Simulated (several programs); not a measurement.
What each method gives for SnSe2 (P-3m1)

Measured values to be reproduced:
- volume: 25.92 Å³ an atom (from the lattice constants; a; “Temperature Dependent Excitonic Transition Energy and Enhanced Electron-Phonon Coupling in Layered Ternary SnS2-xSex Semiconductors with Fully Tunable Stoichiometry”; a from HRTEM images, limited precision; measurement temperature not stated; 2021; pmc:8069899)

SnSe2 (started from an entry of an open crystallographic database), relaxed with r2SCAN+rVV10 in Ansatz, was computed with several methods. Space group P-3m1 (No. 164), trigonal; conventional cell a = 3.825 Å, c = 6.227 Å, 26.30 Å³ an atom. Sn has 6 Se at 2.71 Å; Se has 3 Sn at 2.71 Å. Calculated for a static, non-magnetic cell.

```cif
data_structure
_symmetry_space_group_name_H-M 'P-3m1'
_symmetry_Int_Tables_number 164
_cell_length_a 3.8252
_cell_length_b 3.8252
_cell_length_c 6.2271
_cell_angle_alpha 90.000
_cell_angle_beta 90.000
_cell_angle_gamma 120.000
_cell_volume 78.91
loop_
_atom_site_label
_atom_site_type_symbol
_atom_site_symmetry_multiplicity
_atom_site_Wyckoff_symbol
_atom_site_fract_x
_atom_site_fract_y
_atom_site_fract_z
_atom_site_occupancy
Sn1 Sn 1 a 0.00000 0.00000 0.00000 1
Se1 Se 2 d 0.33333 0.66667 0.25308 1
```

Gaps and times are for a single point on this cell; volume and bulk modulus come from each method's own relaxation or energy curve at fixed shape, which is too stiff where a cell has free coordinates or axes. Times are rough, from shared hosts (Arm Neoverse V1; INTEL XEON PLATINUM 8581C CPU @ 2.30GHz; Intel Xeon Platinum 8488C), and each method has its own mesh and cell size. A dagger marks a closed or tiny gap in a crystal that DFT finds insulating: a failure of the method or a wrong SCF state. A double dagger marks a value from a curve with shape and coordinates held. PM6 (MOPAC), PM7 (MOPAC), GFN1-xTB (tblite), GFN2-xTB (tblite) treat a cluster of cells at its zone centre, which samples few k points: where these miss a band edge, the gap comes out too large for that reason alone. Gaps from k meshes are read at a limited set of points (mesh, symmetry points, PBE's band edges), so each method's own least gap may be somewhat smaller. xTB and the PM methods were fitted mostly to molecules, and can miss a solid's gap by electronvolts. Minimal bases can be far off for gaps. Times of the plane-wave ladder aren't listed, since it ran on unlike processors and cards. Curves at held shape can't give the bulk modulus of a layered or molecular crystal, so none is listed. GLLB-SC's gap includes the derivative discontinuity. G0W0 is at finite bands, cutoff and mesh. d marks a direct gap, i an indirect one (no mark: not told apart), a dash a value that wasn't computed or didn't pass its checks.

```tsv
method	kind	gap (eV)	own volume (Å³/atom)	bulk modulus (GPa)	atoms computed	processor time
PBE-D3(BJ)	semilocal	–	25.55	–	3	–
r2SCAN+rVV10	semilocal	–	26.30	–	3	–
PBE-D4	semilocal	–	25.50	–	3	–
PM7 (MOPAC)	semi-empirical	4.24	24.81‡	–	cluster	1.8 s
PM6 (MOPAC)	semi-empirical	4.05	–	–	cluster	1.9 s
light PBE (260 eV and a coarse mesh)	light plane-wave	0.62 i	–	–	3	2.3 s
GFN1-xTB (tblite)	tight binding	1.22	24.08‡	–	cluster	2.3 s
PBE/SZV (CP2K)	small basis	0.99 i	–	–	3	5.8 s
LDA	semilocal	0.48 i	–	–	3	–
GFN2-xTB (tblite)	tight binding	0.18†	–	–	cluster	9.2 s
PBE	semilocal	0.63 i	–	–	3	–
PBE/single zeta (GPAW)	small basis	0.72 i	–	–	3	13 s
PBE/DZVP (CP2K)	small basis	0.58 i	28.05‡	–	3	14 s
r2SCAN	semilocal	0.92 i	–	–	3	–
GLLB-SC (GPAW)	model potential	1.34	–	–	3	48 s
G0W0@r2SCAN (180 eV screening cutoff)	many-body	1.32	–	–	3	–
PBE+SOC	semilocal	0.60 i	–	–	3	–
G0W0@PBE (260 eV screening cutoff)	many-body	1.13	–	–	3	–
G0W0@PBE0 (180 eV screening cutoff)	many-body	1.68	–	–	3	–
G0W0@HSE06 (180 eV screening cutoff)	many-body	1.51	–	–	3	–
G0W0@LDA (140 eV screening cutoff)	many-body	1.02	–	–	3	–
HSE06	hybrid	1.30 i	–	–	3	–
PBE0	hybrid	1.95 i	–	–	3	–
```

Against HSE06 (1.30 eV) and with closed or daggered gaps left aside, the nearest gap at the points sampled is that of G0W0@r2SCAN (180 eV screening cutoff) (+0.02 eV) and the farthest that of PM7 (MOPAC) (+2.94 eV). HSE06 is only a yardstick of convenience, and nearness to it can be luck.

Comparison with experiment:
- Volume, measured 25.92 Å³ an atom: PBE-D3(BJ) -1.4 %, r2SCAN+rVV10 +1.5 %, PBE-D4 -1.6 %.
The calculations are for a static lattice; samples hold vibrations, temperature and, in optical gaps, excitons. A measured value is shown where most reports agree with it, and only for the quantities listed.

Only the rows marked +SOC include spin-orbit coupling.
